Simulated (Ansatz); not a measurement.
**WH (sextet): the correlation ladder, def2-TZVPP**

The task here is to estimate one member of a computed series from the others.

Program: Ansatz 0.2.0, Gaussian basis. Level of theory: def2-TZVPP, core rule «outside noble gas», up to 4 orbitals frozen. These are calculated values, not measurements.

To be run: UHF; ROHF; CCSD(T) on UHF.

## The system

The geometry is a PBE0/def2-TZVP stationary point (not a proven minimum). No spin-orbit coupling is included. Elements past krypton take def2 core potentials.

2 atoms, charge 0, spin multiplicity 6.

Atoms are counted from 1 here; the program's logs count them from 0.

Bond lengths: W1–H2 1.713 Å.

The first run:

in.yaml

```yaml
crystal:
  periodic: [false, false, false]
  atoms:
    - {symbol: W, position_ang: [0.000000, 0.000000, 0.000000]}
    - {symbol: H, position_ang: [0.000000, 0.000000, 1.712600]}
basis:
  gaussian: {orbitals: def2-TZVPP}
magnetization: {spin_polarized: true, initial_magnetization: 5}
hamiltonian: {xc: hf}
output: {orbitals: {seedname: orbitals}}
```

The run is started by

```sh
$ ansatz run in.yaml --threads 1 --pin off --events-out ev --progress --plain --max-ram 4096MiB --backend cpu
```

Steps of the session up to this table: UHF; ROHF; CCSD(T) on UHF.

One of the session's tables, all rows but one given; the rest of the session is left out.

```
  method  from UCCSD(T) (meV)
    ROHF              +3598.3
     UHF              +3382.4
    UMP2               +525.7
   UCCSD                    ?
UCCSD(T)                    0
```

Q: Estimate the row for UCCSD from the others.

**Answer.** from UCCSD(T) (meV): +111.1. In the column «from UCCSD(T) (meV)» it lies between UCCSD(T) (0) and UMP2 (+525.7).

With the free atoms at the same levels and basis (separate runs), the atomisation energy is 3.162 eV at UCCSD(T), 2.880 eV at ROHF.
